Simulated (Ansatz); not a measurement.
Working through a relaxation of cell and ions of Ca₃Y, space group Fm-3m

Computed with Ansatz 0.2.0 through its Python package.

Notebook, run cell by cell (the value of a cell's last expression is shown):

**Cell 1**
```python
from pathlib import Path
import json

import ansatz
import matplotlib.pyplot as plt
import numpy as np
```

**Cell 2**
```python
def edges_and_angles(cell):
    cell = np.asarray(cell)
    a, b, c = np.linalg.norm(cell, axis=1)
    cosines = cell[1] @ cell[2] / (b * c), cell[0] @ cell[2] / (a * c), cell[0] @ cell[1] / (a * b)
    return (a, b, c, *np.degrees(np.arccos(cosines)))
```

**Cell 3**
```python
crystal = (
    ansatz.Lattice.of([0.0, 4.245565, 4.245565], [4.245565, 0.0, 4.245565], [4.245565, 4.245565, 0.0])
    .atom("Ca", [0.25, 0.25, 0.25])
    .atom("Ca", [0.75, 0.75, 0.75])
    .atom("Ca", [0.5, 0.5, 0.5])
    .atom("Y", [0.0, 0.0, 0.0])
)
```

**Cell 4**
```python
[site.symbol for site in crystal.resolved().sites]
```
Output:
```text
['Ca', 'Ca', 'Ca', 'Y']
```

**Cell 5**
```python
# only the volume may change
calc = (
    crystal.calculation()
    .functional("pbesol")
    .basis(380)
    .accuracy("medium")
    .kpoints(5, shift=0.5)
    .occupations("fermi_dirac", width=0.1)
    .eigensolver("davidson", full_accuracy=True)
    .scf(max_iterations=80, extra_bands=16)
    .relax(fix_cell=["shape"])
)
outcome = calc.run(threads=1, events_out="stream.ndjson")
with open("stream.ndjson") as stream:
    events = [json.loads(line) for line in stream]
steps = [e["data"] for e in events if e["event"] == "relax_step"]
rep = outcome.report
```
Output:
```text
DeckWarning: basis.ecutwfc = 380 eV is below the records' recommended 420 eV, and the density's cutoff is lower with it unless basis.ecutrho_ratio is high enough to keep the records' density cutoff: compare with a run at a higher cutoff
DeckWarning: crystal.symmetry: narrowed to the stabiliser of the k-point mesh — unitary ops 48 → 12; excluded 36 operations that carry a point of the 5×5×5 mesh (shift [0.5, 0.5, 0.5]) off the mesh (the run samples exactly the mesh kpoints.mp_grid names, as [...]
```

**Cell 6**
```python
rep["kweights"]
```
Output:
```text
[0.016, 0.048, 0.048, 0.048, 0.048, 0.048, 0.096, 0.096, 0.096, 0.048, 0.096, 0.048, 0.048, 0.016,
 0.048, 0.048, 0.048, 0.048, 0.008]
```

**Cell 7**
```python
rep["kpoints_frac"][:4]
```
Output:
```text
[[0.1, 0.1, 0.1], [0.1, 0.1, 0.30000000000000004], [0.1, 0.1, -0.5],
 [0.1, 0.1, -0.30000000000000004]]
```

**Cell 8**
```python
rep["mixing_algorithm"], rep["preconditioner"], rep["eigensolver"]
```
Output:
```text
('MSR1', 'Kerker', 'davidson')
```

**Cell 9**
```python
for s in steps:
    flag = "" if s["accepted"] else "  (rejected)"
    print("step %2d  E = %.5f eV  largest force component = %.4f eV/A%s" % (s["step"], s["lagrangian_ev"], s["allowed_force_max_ev_ang"], flag))
```
Output:
```text
step  1  E = -9175.85285 eV  largest force component = 0.0024 eV/A
step  2  E = -9175.86447 eV  largest force component = 0.0009 eV/A
step  3  E = -9175.86690 eV  largest force component = 0.0000 eV/A
step  4  E = -9175.86666 eV  largest force component = 0.0000 eV/A
```

**Cell 10**
```python
first, last = steps[0], steps[-1]
symbols = [site.symbol for site in outcome.lattice.sites]
print(f"energy gained {first['lagrangian_ev'] - last['lagrangian_ev']:.4f} eV in {len(steps) - 1} steps")
for label, vectors in (("before", first["cell_ang"]), ("after", outcome.lattice.cell_ang)):
    print(label, "a b c (A) {:.4f} {:.4f} {:.4f}  angles {:.2f} {:.2f} {:.2f}".format(*edges_and_angles(vectors)), f" V = {abs(np.linalg.det(vectors)):.3f} A^3")
print("final stress xx yy zz (GPa, compression positive):", np.round(np.diag(rep["stress_gpa"]), 3) + 0.0)
```
Output:
```text
energy gained 0.0138 eV in 3 steps
before a b c (A) 6.0041 6.0041 6.0041  angles 60.00 60.00 60.00  V = 153.051 A^3
after a b c (A) 5.9294 5.9294 5.9294  angles 60.00 60.00 60.00  V = 147.410 A^3
final stress xx yy zz (GPa, compression positive): [0.01 0.01 0.01]
```

**Cell 11**
```python
print("atom   start x y z (A)              end x y z (A)")
for symbol, a, b in zip(symbols, first["positions_ang"], last["positions_ang"]):
    print(f"{symbol:3s}", " ".join(f"{v:8.4f}" for v in a), "  ", " ".join(f"{v:8.4f}" for v in b))
```
Output:
```text
atom   start x y z (A)              end x y z (A)
Ca    2.1228   2.1228   2.1228      2.0973   2.0973   2.0973
Ca    6.3683   6.3683   6.3683      6.2882   6.2882   6.2882
Ca    4.2456   4.2456   4.2456      4.1928   4.1928   4.1928
Y     0.0000   0.0000   0.0000     -0.0000   0.0000  -0.0000
```

**Cell 12**
```python
fig, (top, bottom) = plt.subplots(2, 1, sharex=True, figsize=(4.5, 4))
top.plot([s["lagrangian_ev"] - last["lagrangian_ev"] for s in steps], "o-")
top.set_ylabel("E - E(final) (eV)")
bottom.semilogy([max(s["allowed_force_max_ev_ang"], 1e-6) for s in steps], "s-")
bottom.set(xlabel="step", ylabel="largest force (eV/A)")
fig.tight_layout()
fig.savefig("relax.png", dpi=100)
```

**Cell 13**
```python
print(f"free energy      {rep['free_energy_ev']:.5f} eV")
print(f"per atom         {rep['free_energy_ev'] / len(outcome.lattice.sites):.5f} eV")
print(f"SCF iterations   {rep['n_iterations']}  (converged: {rep['converged']})")

lines = ["| quantity | value |", "|---|---|"]
lines.append(f"| free energy per atom | {rep['free_energy_ev'] / len(outcome.lattice.sites):.4f} eV |")
lines.append(f"| Fermi level | {rep['fermi_energy_ev']:.3f} eV |")
lines.append(f"| volume per atom | {rep['setup']['cell_volume_ang3'] / len(outcome.lattice.sites):.3f} A^3 |")
lines.append(f"| valence electrons | {rep['n_electrons']:g} |")
Path("summary.md").write_text("\n".join(lines) + "\n")
```
Output:
```text
free energy      -9175.86666 eV
per atom         -2293.96667 eV
SCF iterations   5  (converged: True)
159
```

File `summary.md` afterwards:
```text
| quantity | value |
|---|---|
| free energy per atom | -2293.9667 eV |
| Fermi level | 6.378 eV |
| volume per atom | 36.853 A^3 |
| valence electrons | 41 |
```

The settings weren't tested for convergence. The cutoff lies under the one recommended for these potentials. Under the recommended cutoff a pressure can be off by several GPa, even in sign. The mesh is modest for a metal, so energies can be off by several to tens of meV an atom and pressures by half a GPa or more; differences at equal mesh fare better. Energies along a relaxation are free energies. Rows at an unchanged volume are solved on a plane-wave basis chosen afresh for that cell, so the energy jumps there and such rows are no steps of the walk. Edges and angles are those of the cell as typed, here a primitive one, not of the conventional cell. This cell is a computed structure, which may not be the phase found in nature. Warnings are shown shortened and without file and line. It ran for 30 s on 1 thread of Arm Neoverse V1 (shared host), peak memory 0.51 GiB.

(Lines on the test bed's own set-up are left out of the output.)
